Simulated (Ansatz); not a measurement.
## K3Ba and its free atoms: a cohesive energy from free atoms, step by step

With Ansatz 0.2.0 through its Python package.

Run as a notebook:

In [1]:
```python
from collections import Counter
import warnings

import ansatz as az
```

In [2]:
```python
PHASES = {
    "K3Ba": (
        [[0.0, 5.243629, 5.243629], [5.243629, 0.0, 5.243629], [5.243629, 5.243629, 0.0]],
        [
            ("K", [0.25, 0.25, 0.25]),
            ("K", [0.75, 0.75, 0.75]),
            ("K", [0.5, 0.5, 0.5]),
            ("Ba", [0.0, 0.0, 0.0]),
        ],
    ),
}


def build(vectors, sites):
    crystal = az.Crystal(lattice=az.Lattice.of(vectors))
    for symbol, position in sites:
        crystal = crystal.atom(symbol, position)
    return crystal


def counts(outcome):
    return Counter(site.symbol for site in outcome.lattice.sites)
```

In [3]:
```python
UNPAIRED = {"K": 1, "Ba": 0}  # unpaired electrons of the free atoms


def solve(name, crystal):
    calc = crystal.calculation()
    calc = calc.functional(az.Functional.PBESOL)
    calc = calc.basis(500).kpoints(spacing=0.14)
    calc = calc.occupations("fermi_dirac", width=0.02)
    if name.endswith(" atom"):
        calc = calc.kpoints(1, 1, 1).occupations("fermi_dirac", width=0.01)
        if UNPAIRED[name.split()[0]]:
            calc = calc.spin("collinear")
        return calc.run()
    calc = calc.relax(force_tolerance=0.01, cell=True)
    return calc.run()
```

In [4]:
```python
warnings.simplefilter("ignore", az.DeckWarning)
```

In [5]:
```python
phases = {name: build(*cell) for name, cell in PHASES.items()}
# free atoms: a low-symmetry box, moments by the rule of Hund
for element, moment in UNPAIRED.items():
    phases[f"{element} atom"] = az.Lattice.orthorhombic(10.0, 10.5, 11.0).atom(element, (0.5, 0.5, 0.5), moment=moment or None)
```

In [6]:
```python
done = {name: solve(name, crystal) for name, crystal in phases.items()}
```

In [7]:
```python
print({element: round(done[f"{element} atom"].report["magnetization_mub"], 2) for element in UNPAIRED}, "muB on the free atoms")
solid = done["K3Ba"]
n = counts(solid)
binding = (sum(k * done[f"{e} atom"].report["energy_sigma0_ev"] for e, k in n.items()) - solid.report["energy_sigma0_ev"]) / sum(n.values())
print(f"cohesive energy {binding:.3f} eV/atom = {96.4853 * binding:.0f} kJ/mol of atoms (no zero-point energy)")
```
```text
{'K': 1.0, 'Ba': 0.0} muB on the free atoms
cohesive energy 1.037 eV/atom = 100 kJ/mol of atoms (no zero-point energy)
```

Reading the output:
- The magnetic order follows from the starting moments and needn't be the lowest.
- For the metals among these phases the mesh is modest: differences between phases can be off by up to 40 meV an atom.
- The cells come from databases of deposited and of computed structures, and not all need be stable phases.
- Free atoms in a box carry small image and symmetry errors, and spin-orbit coupling is left out.
- Timing: 110 s on 1 thread of Arm Neoverse V1 (shared host), peak memory 1 GiB.
